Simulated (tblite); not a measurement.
# C2H13NSSi4: the cost of one run

Programs: tblite 0.8.0 and PySCF 2.14.0, with density-fitted response routines of our own. Each step states its level of theory. These are calculated values for one molecule in the gas phase, unless marked as measured. Atoms are numbered from 0 throughout.

**1. Starting geometry**

21 atoms, charge 0, multiplicity 1; geometry from: force field or distance geometry start.

Bonds of the start (Å): Si0–N1 1.69, N1–Si2 1.69, N1–Si3 1.69, Si3–C4 1.89, C4–C5 1.53, C5–Si6 1.88, Si6–S7 2.14, S7–Si3 2.16, Si0–H8 1.49, Si0–H9 1.49, Si0–H10 1.47, Si2–H11 1.49, Si2–H12 1.48, Si2–H13 1.49, Si3–H14 1.49, C4–H15 1.10, C4–H16 1.10, C5–H17 1.10, C5–H18 1.11, Si6–H19 1.47, Si6–H20 1.49.

**2. Optimising the geometry with GFN2-xTB**

What the job is given:

```
{"job": {"kind": "relax", "xc": "GFN2-xTB", "basis": "xTB"}, "charge": 0, "multiplicity": 1}
Si    -2.197700    -1.305800    -0.610600
N     -1.506200     0.241100    -0.632200
Si    -2.646500     1.314700    -0.006000
Si    -0.082600     0.274000     0.278500
C      1.205900    -1.036300    -0.177500
C      2.584800    -0.602800     0.316700
Si     2.893600     1.197100    -0.116300
S      0.964400     2.129600    -0.047800
H     -2.488700    -1.754300     0.775900
H     -3.445000    -1.322300    -1.423600
H     -1.266300    -2.266700    -1.227900
H     -2.989400     0.995900     1.404100
H     -2.194500     2.718500    -0.101500
H     -3.891600     1.235100    -0.821000
H     -0.357900     0.161200     1.740300
H      0.948300    -2.011400     0.249300
H      1.228000    -1.139800    -1.273700
H      3.365200    -1.251000    -0.107700
H      2.639800    -0.715400     1.415200
H      3.430200     1.311300    -1.485200
H      3.797300     1.844500     0.871200
```

Run with:

```
> OMP_NUM_THREADS=1 python probes_run.py task.json out
```

The driver reads the jobs from task.json and runs them one after another.

**Question.** How long does this first job take on 1 thread of Arm Neoverse N1, shared host, and how much memory does it need?

About 3.4 s, with a peak of 0.18 GiB.
